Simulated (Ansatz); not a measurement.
# Rh: a line through a two-coordinate scan

How does the energy of Rh (P6_3/mmc, No. 194; 2 atoms in the cell) vary with volume per atom, at c/a of the conventional cell = 1.817?

This is Rh in the hcp structure; at room conditions it is fcc.

Method: DFT PBEsol, scalar-relativistic, plane waves, PAW, in Ansatz 0.2.0.

16 further runs of the same task are left out: 16 set aside as unsound or not needed.

## (1) The system as given

The structure is hexagonal, space group P6_3/mmc (No. 194). The conventional cell has a = 2.689 Å, b = 2.689 Å, c = 4.329 Å, α = 90.00°, β = 90.00°, γ = 120.00°. Around Rh (site symmetry -6m2) lie 12 Rh at 2.66 to 2.69 Å.

Coordinates:

```cif
data_structure
_symmetry_space_group_name_H-M 'P 1'
_symmetry_Int_Tables_number 1
_cell_length_a 2.6888
_cell_length_b 2.6888
_cell_length_c 4.3294
_cell_angle_alpha 90.000
_cell_angle_beta 90.000
_cell_angle_gamma 120.000
_cell_volume 27.11
loop_
_atom_site_label
_atom_site_type_symbol
_atom_site_fract_x
_atom_site_fract_y
_atom_site_fract_z
_atom_site_occupancy
Rh1 Rh 0.66667 0.33333 0.75000 1
Rh2 Rh 0.33333 0.66667 0.25000 1
```

It goes back to an entry of the Materials Project, which need not be the stable form.

This cell was relaxed beforehand with the same method: volume 13.55 Å³/atom, gap on the mesh none (metal).

## (2) Plan of the line

The energy is mapped over volume and the cell's shape.

- volume per atom: 7 values from 11.93 to 15.18 Å³
- c/a of the conventional cell: 7 values from 1.427 to 1.817

Nothing else is relaxed (symmetry fixes all fractional coordinates). Energies count from the relaxed crystal. Points are written as (first, second).

## (3) Grid point (11.93 Å³, 1.817)

Input file input.yaml:

```yaml
crystal:
  lattice:
    - [2.4751321633, 0.0, 0.0]
    - [-1.2375660816, 2.1435273311, 0.0]
    - [0.0, 0.0, 4.4960775746]
  atoms:
    - { symbol: Rh, position: [0.6666666667, 0.3333333333, 0.75] }
    - { symbol: Rh, position: [0.3333333333, 0.6666666667, 0.25] }
basis:
  ecutwfc: 420
kpoints:
  mp_grid: { grid: [21, 21, 12] }
hamiltonian:
  xc: pbesol
  pseudopotentials: { kind: paw, azcp: { folder: soft_1 } }
scf:
  occupations: { method: gaussian, width: 0.15 }
output:
  forces: true
  stress: true
  eigenvalues: true
  write_density: true
  write_potential: true
  elf: true
  volumetric_format: npy
```

On the command line:

```sh
$ ansatz run input.yaml --threads 1 --pin off --max-ram 2048MiB --backend cpu --events-out ev --progress --plain --runs-dir out
```

What it wrote, cut to the lines that bear on the results:

```text
Warning: <dir> the record states the generating functional pbe (its physics header spells it `PBE`), which answers neither for hamiltonian.xc's functional nor for the pbesol family's — results may be inconsistent (PPs are generated against a specific XC)
Warning: RAYON_NUM_THREADS=1 ignored (pool sized by the plan → 1); use --threads N
[...]
Pseudopotentials: kind: paw
Pseudopotential: Rh, paw, valence charge 17, recommended cutoff 420 eV (normal), <dir>
Functional definition: PBEsol
[...]
Crystal: 2 atoms, lattice volume = 23.854 Å³
Basis set: ecut = 420 eV, 465 PW (Γ), exchange–correlation on 36×36×64 points (8 copies of the dense FFT grid, shifted against one another)
Bands: 21, of which v1, the nominal top of the filled ones, is band 17 counted from 1 (16 counted from 0)
Symmetry: 24 space group operations
Space group: P63/mmc (ITA 194), of the structure as read, at distance tolerance 2.9e-5 Å
k-points: 336 of 5292
[...]
SCF iter   1: F=—  HF=-12677.651757 eV  |F-HF|=—  |Δ(HF+E_count)|=         —  Δρ=1.17e-1  dr2=2.81e0  ethr=3.10e-3  ⟨swp⟩=4.5  Hψ=27071  notcnv=0
[...]
SCF iter   6: F=-12676.714998 eV  HF=-12676.714998 eV  |F-HF|=9.32e-9  |Δ(HF+E_count)|=   3.85e-7  Δρ=1.85e-5  dr2=3.21e-8  ethr=2.94e-10  ⟨swp⟩=6.3  Hψ=46377  notcnv=0
[...]
SCF converged after 6 iterations
Free energy (F): -12676.714998 eV
[...]
E sigma→0 (E₀):  -12676.701435 eV
Entropy (-TS):   -0.027126 eV (-13.563 meV/atom)
Fermi energy:    26.653426 eV
[...]
--- Forces (eV/Å), atoms counted from 1 ---
  atom   1  Rh     0.00000000    -0.00000000     0.00000000
  atom   2  Rh     0.00000000     0.00000000     0.00000000
[...]
--- Stress (GPa, compression-positive) ---
       78.252581      -0.000000       0.000000
       -0.000000      78.252581       0.000000
        0.000000       0.000000      16.497453
  P = ⅓ Tr σ = 57.6675 GPa (576.675 kbar)
--- Band table (eV; the first three rows and the last of 336) ---
  k-point 0: bands = ["-52.6401", "-52.5097", "-20.8451", "-19.9406", "-19.9041", "-19.9041", "-19.8194", "-19.8194", "17.5633", "19.1853", "21.7834", "22.9273", "22.9273", "23.3446", "23.3446", "25.3480", "25.3480", "26.0467", "27.0582", "27.0582", "35.0833"]
[...]
```

Wall time 18 s (1 thread of Arm Neoverse N1, shared host); peak memory 0.38 GiB.

Density in a lattice plane of the grid's cell (edges 2.48 and 4.50 Å, at 0.333 of the third edge), which holds Rh.

Ten even steps from ' ' (0.31 e/Å³) to '@' (13.73 e/Å³):
```
                            
              ..::::::....  
            ..--==++++==::..
          ..--++##%%%%**==::
          ..--**%%@@@@##++::
          ..--++##%%%%**==::
            ..--==++++==::..
              ..::::::....  
                            
                            
                            
                            
                            
  ........                  
  ........                  
  ........                  
                            
                            
                            
                            
```
Columns run along the first of these edges and rows up along the second, over one cell in 14 and 20 even steps from the bottom left corner. Atoms in the plane (fractional): Rh at (0.67, 0.75).

ELF in the same plane.

Ten even steps from ' ' (0.20) to '@' (0.76):
```
              ..........    
          ..::==++++++==--::
..      ..::++**##%%%%##**==
::....  ..--**%%@@@@@@%%##++
--......::==**%%@@@@@@@@%%**
::....  ..==**%%@@@@@@@@##++
..      ..::++##%%%%%%##**==
          ..::==++++++++--::
              ....::......  
                            
                            
  ........      ........    
..::----::....  ......      
::======--::..    ....    ..
--==++====::..    ....    ..
::======--::..    ....    ..
..::----::....  ......      
  ........      ........    
              ..        ..  
                            
```
Columns run along the first of these edges and rows up along the second, over one cell in 14 and 20 even steps from the bottom left corner. Atoms in the plane (fractional): Rh at (0.67, 0.75).

Both are smooth fields of the valence electrons: close to the nuclei they are not physical.

That is 402 meV/atom from the zero.

## (4) The run at (12.47 Å³, 1.817)

input.yaml, as its differences from that of step 3:

```diff
@@ -2,5 +2,5 @@
   lattice:
-    - [2.4751321633, 0.0, 0.0]
-    - [-1.2375660816, 2.1435273311, 0.0]
-    - [0.0, 0.0, 4.4960775746]
+    - [2.5120707241, 0.0, 0.0]
+    - [-1.256035362, 2.1755170632, 0.0]
+    - [0.0, 0.0, 4.5631764703]
   atoms:
@@ -21,5 +21 @@
   eigenvalues: true
-  write_density: true
-  write_potential: true
-  elf: true
-  volumetric_format: npy
```

On the command line:

```sh
$ ansatz run input.yaml --threads 1 --pin off --max-ram 2048MiB --backend cpu --events-out ev --progress --plain --runs-dir out
```

What it wrote, cut to the lines that bear on the results:

```text
[...]
SCF converged after 6 iterations
Free energy (F): -12677.027292 eV
[...]
E sigma→0 (E₀):  -12677.012692 eV
Entropy (-TS):   -0.029200 eV (-14.600 meV/atom)
Fermi energy:    25.213569 eV
[...]
--- Forces (eV/Å), atoms counted from 1 ---
  atom   1  Rh     0.00000000    -0.00000000     0.00000000
  atom   2  Rh    -0.00000000     0.00000000     0.00000000
[...]
--- Stress (GPa, compression-positive) ---
       52.901732      -0.000000      -0.000000
       -0.000000      52.901732      -0.000000
       -0.000000      -0.000000       0.779574
  P = ⅓ Tr σ = 35.5277 GPa (355.277 kbar)
--- Band table (eV; the first three rows and the last of 336) ---
  k-point 0: bands = ["-53.9120", "-53.8048", "-22.0576", "-21.2832", "-21.2626", "-21.2626", "-21.1892", "-21.1892", "16.4581", "18.1408", "20.6633", "21.7343", "21.7343", "22.1216", "22.1216", "24.0008", "24.0008", "24.6862", "25.5916", "25.5916", "33.1645"]
[...]
```

Wall time 14 s (1 thread of Arm Neoverse N1, shared host); peak memory 0.4 GiB.

That is 246 meV/atom from the zero.

## (5) The run at (13.55 Å³, 1.817)

input.yaml, as its differences from that of step 4:

```diff
@@ -2,5 +2,5 @@
   lattice:
-    - [2.5120707241, 0.0, 0.0]
-    - [-1.256035362, 2.1755170632, 0.0]
-    - [0.0, 0.0, 4.5631764703]
+    - [2.5828896275, 0.0, 0.0]
+    - [-1.2914448138, 2.2368480326, 0.0]
+    - [0.0, 0.0, 4.6918190084]
   atoms:
```

On the command line:

```sh
$ ansatz run input.yaml --threads 1 --pin off --max-ram 2048MiB --backend cpu --events-out ev --progress --plain --runs-dir out
```

What it wrote, cut to the lines that bear on the results:

```text
[...]
SCF converged after 7 iterations
Free energy (F): -12677.280233 eV
[...]
E sigma→0 (E₀):  -12677.263403 eV
Entropy (-TS):   -0.033660 eV (-16.830 meV/atom)
Fermi energy:    22.676308 eV
[...]
--- Forces (eV/Å), atoms counted from 1 ---
  atom   1  Rh     0.00000000     0.00000000     0.00000000
  atom   2  Rh    -0.00000000    -0.00000000     0.00000000
[...]
--- Stress (GPa, compression-positive) ---
       16.679487      -0.000000       0.000000
        0.000000      16.679487       0.000000
        0.000000       0.000000     -20.423392
  P = ⅓ Tr σ = 4.3119 GPa (43.119 kbar)
--- Band table (eV; the first three rows and the last of 336) ---
  k-point 0: bands = ["-56.1688", "-56.0949", "-24.2219", "-23.6514", "-23.6514", "-23.6465", "-23.5957", "-23.5957", "14.5420", "16.3020", "18.6748", "19.6186", "19.6186", "19.9548", "19.9548", "21.6196", "21.6196", "22.3217", "23.0071", "23.0071", "29.8047"]
[...]
```

Wall time 15 s (1 thread of Arm Neoverse N1, shared host); peak memory 0.4 GiB.

That is 119 meV/atom from the zero.

## (6) Point (14.10 Å³, 1.817)

input.yaml, as its differences from that of step 5:

```diff
@@ -2,5 +2,5 @@
   lattice:
-    - [2.5828896275, 0.0, 0.0]
-    - [-1.2914448138, 2.2368480326, 0.0]
-    - [0.0, 0.0, 4.6918190084]
+    - [2.6168969294, 0.0, 0.0]
+    - [-1.3084484647, 2.26629922, 0.0]
+    - [0.0, 0.0, 4.7535932723]
   atoms:
@@ -21 +21,5 @@
   eigenvalues: true
+  write_density: true
+  write_potential: true
+  elf: true
+  volumetric_format: npy
```

On the command line:

```sh
$ ansatz run input.yaml --threads 1 --pin off --max-ram 2048MiB --backend cpu --events-out ev --progress --plain --runs-dir out
```

What it wrote, cut to the lines that bear on the results:

```text
[...]
SCF converged after 7 iterations
Free energy (F): -12677.271335 eV
[...]
E sigma→0 (E₀):  -12677.253318 eV
Entropy (-TS):   -0.036033 eV (-18.016 meV/atom)
Fermi energy:    21.553963 eV
[...]
--- Forces (eV/Å), atoms counted from 1 ---
  atom   1  Rh    -0.00000000    -0.00000000     0.00000000
  atom   2  Rh     0.00000000     0.00000000     0.00000000
[...]
--- Stress (GPa, compression-positive) ---
        3.908483      -0.000000       0.000000
        0.000000       3.908483       0.000000
        0.000000       0.000000     -27.350148
  P = ⅓ Tr σ = -6.5111 GPa (-65.111 kbar)
--- Band table (eV; the first three rows and the last of 336) ---
  k-point 0: bands = ["-57.1722", "-57.1104", "-25.1895", "-24.7056", "-24.7056", "-24.6905", "-24.6567", "-24.6567", "13.7066", "15.4891", "17.7889", "18.6771", "18.6771", "18.9915", "18.9915", "20.5634", "20.5634", "21.2873", "21.8640", "21.8640", "28.3273"]
[...]
```

Wall time 22 s (1 thread of Arm Neoverse N1, shared host); peak memory 0.4 GiB.

Density in a lattice plane of the grid's cell (edges 2.62 and 4.75 Å, at 0.333 of the third edge), which holds Rh.

Ten even steps from '0' (0.23 e/Å³) to '9' (14.29 e/Å³):
```
00000000000000
00000001121100
00000012454320
00000024788631
00000135899742
00000024788631
00000012454320
00000001121100
00000000000000
00000000000000
00000000000000
00000000000000
00000000000000
00110000000000
01111000000000
00110000000000
00000000000000
00000000000000
00000000000000
00000000000000
```
Columns run along the first of these edges and rows up along the second, over one cell in 14 and 20 even steps from the bottom left corner. Atoms in the plane (fractional): Rh at (0.67, 0.75).

ELF in the same plane.

Ten even steps from '0' (0.19) to '9' (0.76):
```
00000000111100
00000023455431
10100246788763
20111368999875
21111368999985
20111368999875
10100246788763
00000023455431
00000000111100
00000000000000
00000001000010
00000000111100
12222100111000
23443210011001
24443210011001
23443210011001
12222100111000
00000000111100
00000001000010
00000000000000
```
Columns run along the first of these edges and rows up along the second, over one cell in 14 and 20 even steps from the bottom left corner. Atoms in the plane (fractional): Rh at (0.67, 0.75).

Both are smooth fields of the valence electrons: close to the nuclei they are not physical.

On the map this point reads 124 meV/atom.

## (7) Point (14.64 Å³, 1.817)

input.yaml, as its differences from that of step 6:

```diff
@@ -2,5 +2,5 @@
   lattice:
-    - [2.6168969294, 0.0, 0.0]
-    - [-1.3084484647, 2.26629922, 0.0]
-    - [0.0, 0.0, 4.7535932723]
+    - [2.65001644, 0.0, 0.0]
+    - [-1.32500822, 2.2949815575, 0.0]
+    - [0.0, 0.0, 4.8137548633]
   atoms:
@@ -21,5 +21 @@
   eigenvalues: true
-  write_density: true
-  write_potential: true
-  elf: true
-  volumetric_format: npy
```

On the command line:

```sh
$ ansatz run input.yaml --threads 1 --pin off --max-ram 2048MiB --backend cpu --events-out ev --progress --plain --runs-dir out
```

What it wrote, cut to the lines that bear on the results:

```text
Warning: <dir> the record states the generating functional pbe (its physics header spells it `PBE`), which answers neither for hamiltonian.xc's functional nor for the pbesol family's — results may be inconsistent (PPs are generated against a specific XC)
Warning: RAYON_NUM_THREADS=1 ignored (pool sized by the plan → 1); use --threads N
[...]
[... 3 set-up lines as earlier in the session ...]
[...]
Crystal: 2 atoms, lattice volume = 29.276 Å³
Basis set: ecut = 420 eV, 575 PW (Γ), exchange–correlation on 36×36×72 points (8 copies of the dense FFT grid, shifted against one another)
Bands: 21, of which v1, the nominal top of the filled ones, is band 17 counted from 1 (16 counted from 0)
[... 1 set-up line as earlier in the session ...]
Space group: P63/mmc (ITA 194), of the structure as read, at distance tolerance 3.1e-5 Å
k-points: 336 of 5292
[...]
SCF iter   1: F=—  HF=-12678.349192 eV  |F-HF|=—  |Δ(HF+E_count)|=         —  Δρ=1.15e-1  dr2=3.80e0  ethr=3.10e-3  ⟨swp⟩=4.5  Hψ=26426  notcnv=0
[...]
SCF iter   7: F=-12677.197397 eV  HF=-12677.197397 eV  |F-HF|=3.37e-8  |Δ(HF+E_count)|=   3.73e-8  Δρ=1.52e-5  dr2=5.36e-8  ethr=2.94e-10  ⟨swp⟩=5.3  Hψ=29124  notcnv=0
[...]
SCF converged after 7 iterations
Free energy (F): -12677.197397 eV
[...]
E sigma→0 (E₀):  -12677.178150 eV
Entropy (-TS):   -0.038494 eV (-19.247 meV/atom)
Fermi energy:    20.516147 eV
[...]
--- Forces (eV/Å), atoms counted from 1 ---
  atom   1  Rh    -0.00000000    -0.00000000    -0.00000000
  atom   2  Rh    -0.00000000     0.00000000     0.00000000
[...]
--- Stress (GPa, compression-positive) ---
       -6.227038      -0.000000      -0.000000
        0.000000      -6.227038      -0.000000
       -0.000000      -0.000000     -32.523324
  P = ⅓ Tr σ = -14.9925 GPa (-149.925 kbar)
--- Band table (eV; the first three rows and the last of 336) ---
  k-point 0: bands = ["-58.1023", "-58.0504", "-26.0894", "-25.6788", "-25.6788", "-25.6549", "-25.6358", "-25.6358", "12.9406", "14.7374", "16.9662", "17.8034", "17.8034", "18.0981", "18.0981", "19.5852", "19.5852", "20.3377", "20.8071", "20.8071", "26.9662"]
[...]
```

It took 17 s on 1 thread of Arm Neoverse N1, shared host; peak memory 0.41 GiB.

That is 160 meV/atom from the zero.

## (8) Grid point (15.18 Å³, 1.817)

input.yaml, as its differences from that of step 7:

```diff
@@ -2,5 +2,5 @@
   lattice:
-    - [2.65001644, 0.0, 0.0]
-    - [-1.32500822, 2.2949815575, 0.0]
-    - [0.0, 0.0, 4.8137548633]
+    - [2.6823281731, 0.0, 0.0]
+    - [-1.3411640865, 2.3229643392, 0.0]
+    - [0.0, 0.0, 4.8724491264]
   atoms:
```

On the command line:

```sh
$ ansatz run input.yaml --threads 1 --pin off --max-ram 2048MiB --backend cpu --events-out ev --progress --plain --runs-dir out
```

What it wrote, cut to the lines that bear on the results:

```text
Warning: <dir> the record states the generating functional pbe (its physics header spells it `PBE`), which answers neither for hamiltonian.xc's functional nor for the pbesol family's — results may be inconsistent (PPs are generated against a specific XC)
Warning: RAYON_NUM_THREADS=1 ignored (pool sized by the plan → 1); use --threads N
[...]
[... 3 set-up lines as earlier in the session ...]
[...]
Crystal: 2 atoms, lattice volume = 30.360 Å³
Basis set: ecut = 420 eV, 599 PW (Γ), exchange–correlation on 36×36×72 points (8 copies of the dense FFT grid, shifted against one another)
Bands: 21, of which v1, the nominal top of the filled ones, is band 17 counted from 1 (16 counted from 0)
[... 2 set-up lines as earlier in the session ...]
k-points: 336 of 5292
[...]
SCF iter   1: F=—  HF=-12678.238137 eV  |F-HF|=—  |Δ(HF+E_count)|=         —  Δρ=1.13e-1  dr2=3.92e0  ethr=3.10e-3  ⟨swp⟩=4.5  Hψ=26345  notcnv=0
[...]
SCF iter   7: F=-12677.072668 eV  HF=-12677.072668 eV  |F-HF|=3.20e-8  |Δ(HF+E_count)|=   1.46e-8  Δρ=1.50e-5  dr2=5.36e-8  ethr=2.94e-10  ⟨swp⟩=5.3  Hψ=28881  notcnv=0
[...]
SCF converged after 7 iterations
Free energy (F): -12677.072668 eV
[...]
E sigma→0 (E₀):  -12677.052144 eV
Entropy (-TS):   -0.041047 eV (-20.524 meV/atom)
Fermi energy:    19.553236 eV
[...]
--- Forces (eV/Å), atoms counted from 1 ---
  atom   1  Rh     0.00000000    -0.00000000     0.00000000
  atom   2  Rh    -0.00000000     0.00000000     0.00000000
[...]
--- Stress (GPa, compression-positive) ---
      -14.249586       0.000000      -0.000000
        0.000000     -14.249586      -0.000000
       -0.000000      -0.000000     -36.321265
  P = ⅓ Tr σ = -21.6068 GPa (-216.068 kbar)
--- Band table (eV; the first three rows and the last of 336) ---
  k-point 0: bands = ["-58.9668", "-58.9230", "-26.9283", "-26.5803", "-26.5803", "-26.5486", "-26.5424", "-26.5424", "12.2352", "14.0398", "16.1998", "16.9899", "16.9899", "17.2668", "17.2668", "18.6764", "18.6764", "19.4621", "19.8268", "19.8268", "25.7074"]
[...]
```

Run time: 17 s. Hardware: 1 thread of Arm Neoverse N1, shared host; peak memory 0.41 GiB.

On the map this point reads 223 meV/atom.

## (9) The line in numbers

| volume per atom (Å³) | step | energy (meV/atom) | slope (meV/atom per Å³) | pressure (GPa) |
| --- | --- | --- | --- | --- |
| 11.93 | 3 | 402 | −360 | 58 |
| 12.47 | 4 | 246 | −222 | 36 |
| 13.01 | – | 156 | −113 | 18 |
| 13.55 | 5 | 119 | −27 | 4 |
| 14.10 | 6 | 124 | 41 | −7 |
| 14.64 | 7 | 160 | 94 | −15 |
| 15.18 | 8 | 223 | 135 | −22 |

Energies count from the relaxed crystal. Rows without a step come from runs not printed here or follow by symmetry. Slopes come from the forces (and the stress, where the cell changes), not from differences of energies.

The lowest point of the line is at 13.55 Å³, 119 meV/atom from the zero. Energies and slopes round the minimum, fitted together, put the minimum at 13.754 Å³, with a curvature of about 130 meV/atom per (Å³)². V·d²E/dV² there is about 280 GPa, a bulk modulus under this line's constraint. The highest point computed, at 11.93 Å³, lies 283 meV/atom above the lowest. This is one cut through a surface in two coordinates; the map's lowest point lies off it.
